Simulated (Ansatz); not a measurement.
# GeH4: the cost of one run

The runs use Ansatz 0.2.0; RKS B3LYP-D4/def2-TZVPD.

2 further runs of the same task are left out: 2 set aside as unsound or not needed.

### 1 The system as given

SMILES `[GeH4]`, 5 atoms, charge 0, spin multiplicity 1.

Atoms are counted from 1 here; the program's logs count them from 0.

Bond lengths: Ge1–H2 1.545 Å, Ge1–H3 1.545 Å, Ge1–H4 1.545 Å, Ge1–H5 1.545 Å. Angles: H2–Ge1–H3 109.5°, H2–Ge1–H4 109.5°, H2–Ge1–H5 109.5°, H3–Ge1–H4 109.5°, H3–Ge1–H5 109.5°, H4–Ge1–H5 109.5°.

As a file:

```xyz
5
charge 0, multiplicity 1
Ge    0.00001    0.00001   -0.00001
H     1.15629   -0.76160    0.68539
H    -1.24761   -0.03015    0.91059
H    -0.33148   -0.67381   -1.35014
H     0.42279    1.46555   -0.24584
```

### 2 Relaxation

input.yaml

```yaml
crystal:
  periodic: [false, false, false]
  atoms:
    - { symbol: Ge, position_ang: [1.3e-05, 1.3e-05, -8.0e-06] }
    - { symbol: H, position_ang: [1.156286, -0.761603, 0.685385] }
    - { symbol: H, position_ang: [-1.247608, -0.030148, 0.910593] }
    - { symbol: H, position_ang: [-0.331476, -0.673809, -1.350137] }
    - { symbol: H, position_ang: [0.422795, 1.465547, -0.245844] }
basis:
  gaussian: { orbitals: def2-TZVPD }
hamiltonian:
  xc: { name: B3LYP }
  dispersion: d4
output:
  forces: true
relax:
  f_tol: 0.003
  max_steps: 120
```

On the command line:

```
$ ansatz run input.yaml --threads 1 --pin off --max-ram 2560MiB --backend cpu --events-out ev --progress --plain --runs-dir out
```

**Question.** How long does this run take on 1 thread of Arm Neoverse V1, shared host, and how much memory does it need?

About 7.1 s, with a peak of 0.14 GiB.
